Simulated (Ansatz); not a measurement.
**SnH₃F + H₂ + H₂O: a complex and its separated parts**

Aim: how far the complex at one end of a reaction step lies below its separated, relaxed parts, level by level.

The runs use Ansatz 0.2.0, Gaussian basis; PBE0-D4/def2-TZVP structures, single points in def2-TZVPP, no counterpoise correction.

Levels: SPW92, PBE-D4, BLYP-D4, r2SCAN-D4, B97M-V, PBE0-D4, B3LYP-D4, r2SCAN0-D4, BHLYP-D4, CAM-B3LYP-D4, wB97X-V, wB97M-V, B2PLYP, PBE-QIDH, RPA on PBE, Hartree-Fock, MP2, CCSD, CCSD(T).

Cores are frozen in the correlated methods. Filled d shells of the heavier atoms are correlated. Core potentials replace the inner electrons past krypton, and spin-orbit coupling is left out. B3LYP uses VWN-RPA correlation. B2PLYP carries no dispersion term here.

107 further runs of the same task are left out: 107 set aside as unsound or not needed.

## (1) Where the work starts

The complex: 10 atoms, charge 0, spin multiplicity 1.

Atoms are counted from 1 here; the program's logs count them from 0.

Bond lengths: Sn1–H3 1.699 Å, Sn1–H4 1.709 Å, Sn1–H5 1.694 Å, Sn1–F7 1.950 Å, H2–H8 0.747 Å, H6–O9 0.967 Å, O9–H10 0.960 Å. Angles: H3–Sn1–H4 111.6°, H3–Sn1–H5 117.0°, H3–Sn1–F7 106.6°, H4–Sn1–H5 112.6°, H4–Sn1–F7 100.3°, H5–Sn1–F7 107.1°, H6–O9–H10 105.7°.

As a file:

```xyz
10

Sn   -0.71348    1.46501    0.55689
H     0.19498   -2.43795   -2.25484
H    -1.08178    0.70849   -0.91870
H    -2.03456    2.37701    1.14273
H     0.75108    2.31171    0.64109
H     0.92631   -0.81918    1.08222
F    -0.63800    0.05598    1.90216
H    -0.10670   -1.77045   -2.10778
O     1.41446   -0.57986    0.28293
H     1.28770   -1.31067   -0.32661
```

Its parts: SnH₃F holds atoms 1, 3, 4, 5, 7; H₂ holds atoms 2, 8; H₂O holds atoms 6, 9, 10. Each part counts its atoms afresh in its own runs.

## (2) Relaxing SnH₃F alone

File relax-a/in.yaml:

```yaml
crystal:
  periodic: [false, false, false]
  atoms:
    - {symbol: Sn, position_ang: [-0.713484, 1.465015, 0.556887]}
    - {symbol: H, position_ang: [-1.081778, 0.708495, -0.918696]}
    - {symbol: H, position_ang: [-2.034564, 2.377011, 1.142734]}
    - {symbol: H, position_ang: [0.751079, 2.311706, 0.641086]}
    - {symbol: F, position_ang: [-0.637996, 0.055976, 1.902157]}
basis:
  gaussian: {orbitals: def2-TZVP}
hamiltonian: {xc: pbe0, dispersion: d4}
relax: {f_tol: 0.005, max_steps: 200}
```

The run is started by

```console
ansatz run in.yaml --threads 4 --pin off --events-out ev --progress --plain --max-ram 9574MiB
```

After this run come: Relaxing H₂ alone; Relaxing H₂O alone; SPW92/def2-TZVPP; PBE-D4/def2-TZVPP; BLYP-D4/def2-TZVPP; r2SCAN-D4/def2-TZVPP; B97M-V/def2-TZVPP; PBE0-D4/def2-TZVPP; B3LYP-D4/def2-TZVPP; r2SCAN0-D4/def2-TZVPP; BHLYP-D4/def2-TZVPP; CAM-B3LYP-D4/def2-TZVPP; wB97X-V/def2-TZVPP; wB97M-V/def2-TZVPP; B2PLYP/def2-TZVPP; PBE-QIDH/def2-TZVPP; RPA on PBE/def2-TZVPP; CCSD(T)/def2-TZVPP; Vibrations of SnH₃F; Vibrations of H₂; Vibrations of H₂O.

Q: Predict the outcome of this session. Wanted: complex less parts, CCSD(T)/def2-TZVPP; with zero-point energy; largest T1 diagnostic.

**Answer**, as computed:

| quantity | value |
| --- | --- |
| complex less parts, CCSD(T)/def2-TZVPP | -30.3 kJ/mol |
| with zero-point energy | -18.5 kJ/mol |
| largest T1 diagnostic | 0.014 |

At CCSD(T) the complex lies 30.3 kJ/mol below its parts. Among the functionals PBE-QIDH lands nearest to CCSD(T) (+1.1 kJ/mol) and SPW92 farthest (-22.3 kJ/mol). Mean unsigned error by rung: LDA 22.3, GGA 3.3, meta-GGA 4.2, hybrid 2.6, range-separated hybrid 3.7, double hybrid 2.5 kJ/mol. PBE-D4 gives a relative energy 5.2 kJ/mol too low, outside chemical accuracy (1 kcal/mol, 4.2 kJ/mol). No counterpoise was applied, and triple zeta lacks some correlation, so the CCSD(T) reference has a basis error of its own, and close matches with it are partly luck.
